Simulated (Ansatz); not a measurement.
# La2O3 (A-type lanthanum oxide): the cost of one run

Program: Ansatz 0.2.0. Level of theory: DFT PBE, scalar-relativistic, plane waves, PAW, and further levels as typed in the inputs. These are calculated values, not measurements.

**1. The structure to begin with**

It takes space group P-3m1 (No. 164, trigonal). The conventional cell has a = 3.938 Å, b = 3.938 Å, c = 6.136 Å, α = 90.00°, β = 90.00°, γ = 120.00°. La (site symmetry 3m) is surrounded by 7 O at 2.37 to 2.73 Å. O (site symmetry 3m) is surrounded by 4 La at 2.37 to 2.46 Å. O (site symmetry -3m) has 6 La at 2.73 Å as nearest neighbours.

Structure file:

```xyz
5
Lattice="3.9380 0.0000 0.0000 -1.9690 3.4104 0.0000 0.0000 0.0000 6.1360" Properties=species:S:1:pos:R:3 pbc="T T T"
La    0.0000    2.2736    1.5058
La    1.9690    1.1368    4.6302
O     0.0000    2.2736    3.9706
O     1.9690    1.1368    2.1654
O     0.0000    0.0000    0.0000
```

**2. Relaxing the atoms: La2O3 (A-type lanthanum oxide), no spin**

input.yaml reads:

```yaml
crystal:
  lattice:
    - [3.938, 0.0, 0.0]
    - [-1.969, 3.4104080401, 0.0]
    - [0.0, 0.0, 6.136]
  atoms:
    - { symbol: La, position: [0.3333333333, 0.6666666667, 0.2454] }
    - { symbol: La, position: [0.6666666667, 0.3333333333, 0.7546] }
    - { symbol: O, position: [0.3333333333, 0.6666666667, 0.6471] }
    - { symbol: O, position: [0.6666666667, 0.3333333333, 0.3529] }
    - { symbol: O, position: [0.0, 0.0, 0.0] }
scf:
  occupations: { method: fixed }
output:
  forces: true
  stress: true
  eigenvalues: true
  write_density: true
  write_potential: true
  elf: true
  volumetric_format: npy
hamiltonian:
  xc: pbe
basis:
  ecutwfc: 560
kpoints:
  mp_grid: { grid: [6, 6, 4] }
relax:
  f_tol: 0.003
  max_steps: 60
```

Run with:

```console
ansatz run input.yaml --threads 8 --pin off --max-ram 16384MiB --backend cpu --events-out ev --progress --plain --runs-dir out
```

Q: Estimate wall time and peak memory on 8 threads of Intel Xeon Platinum 8259CL at 2.50GHz (Skylake/Cascade Lake), shared host.

About 5.9 s, with a peak of 0.65 GiB.
